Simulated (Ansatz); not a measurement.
Write a Python script for Ansatz 0.2.0 through its Python package that makes vertical and adiabatic energies of changing the electron count of FGaH2O, SMILES [OH][GaH][F]. Level of theory (for the species named): PBE0, def2-SVP basis, multiplicity 1.

| atom | x (Å) | y (Å) | z (Å) |
| --- | --- | --- | --- |
| O | -0.7780 | -0.9891 | -0.4955 |
| Ga | 0.6292 | 0.3169 | -0.0480 |
| F | 0.0186 | 1.7605 | -0.7455 |
| H | -1.2646 | -0.8085 | 0.3273 |
| H | 1.4448 | -0.3535 | 0.9204 |

`fgah2o.py`
```python
import itertools
import warnings

import ansatz as az
from ase.data import atomic_numbers, covalent_radii
import numpy as np

warnings.simplefilter('ignore', az.DeckWarning)

system = (
    az.Crystal.molecule()
    .atom('O', (-0.778, -0.9891, -0.4955))
    .atom('Ga', (0.6292, 0.3169, -0.048))
    .atom('F', (0.0186, 1.7605, -0.7455))
    .atom('H', (-1.2646, -0.8085, 0.3273))
    .atom('H', (1.4448, -0.3535, 0.9204))
)

base = system.calculation()
base = base.basis(gaussian='def2-SVP')
base = base.functional('pbe0')
symbols = [site.symbol for site in system.cartesian_sites]
start = np.array([site.position_ang for site in system.cartesian_sites], dtype=float)
r = base.relax(force_tolerance=0.01, max_steps=100).run(threads=1, pin='off').report
end = np.array(r['positions_ang'])

minimum = az.Crystal.molecule()
for symbol, place in zip(symbols, end):
    minimum = minimum.atom(symbol, place.tolist())
ion = minimum.calculation()
ion = ion.basis(gaussian='def2-SVP')
ion = ion.functional('pbe0')
ion = ion.charge(1)
ion = ion.spin('collinear', total=1)
vertical = ion.run(threads=1, pin='off').report
settled = ion.relax(force_tolerance=0.01, max_steps=80).run(threads=1, pin='off').report
print(f'vertical ionisation energy   {vertical["free_energy_ev"] - r["free_energy_ev"]:.3f} eV')
print(f'adiabatic, no zero point     {settled["free_energy_ev"] - r["free_energy_ev"]:.3f} eV')
print(f'relaxation energy of the ion {vertical["free_energy_ev"] - settled["free_energy_ev"]:.3f} eV')
ionised = np.array(settled['positions_ang'])
radius = [covalent_radii[atomic_numbers[s]] for s in symbols]
span = lambda where, i, j: np.linalg.norm(where[i] - where[j])
bonded = [(i, j) for i, j in itertools.combinations(range(len(symbols)), 2) if min(span(end, i, j), span(ionised, i, j)) < 1.2 * (radius[i] + radius[j])]
print('pair        before    after (A)')
for i, j in bonded:
    print(f'{symbols[i]}{i}-{symbols[j]}{j}'.ljust(10), f'{span(end, i, j):8.4f} {span(ionised, i, j):8.4f}')
```

Output of `python fgah2o.py`:
```text
vertical ionisation energy   11.729 eV
adiabatic, no zero point     10.907 eV
relaxation energy of the ion 0.822 eV
pair        before    after (A)
O0-Ga1       1.7714   2.0534
O0-H3        0.9625   0.9890
Ga1-F2       1.7468   1.7081
Ga1-H4       1.5493   1.5205
```

The energies are electronic: no zero-point or thermal terms, and the basis set is short of its limit. The product may relax into another structure. The relaxation finds the nearest minimum, so the adiabatic value is an upper bound. Finished in 2.1 min on 1 thread of Arm Neoverse V1, on a shared host, peak memory 0.28 GiB.
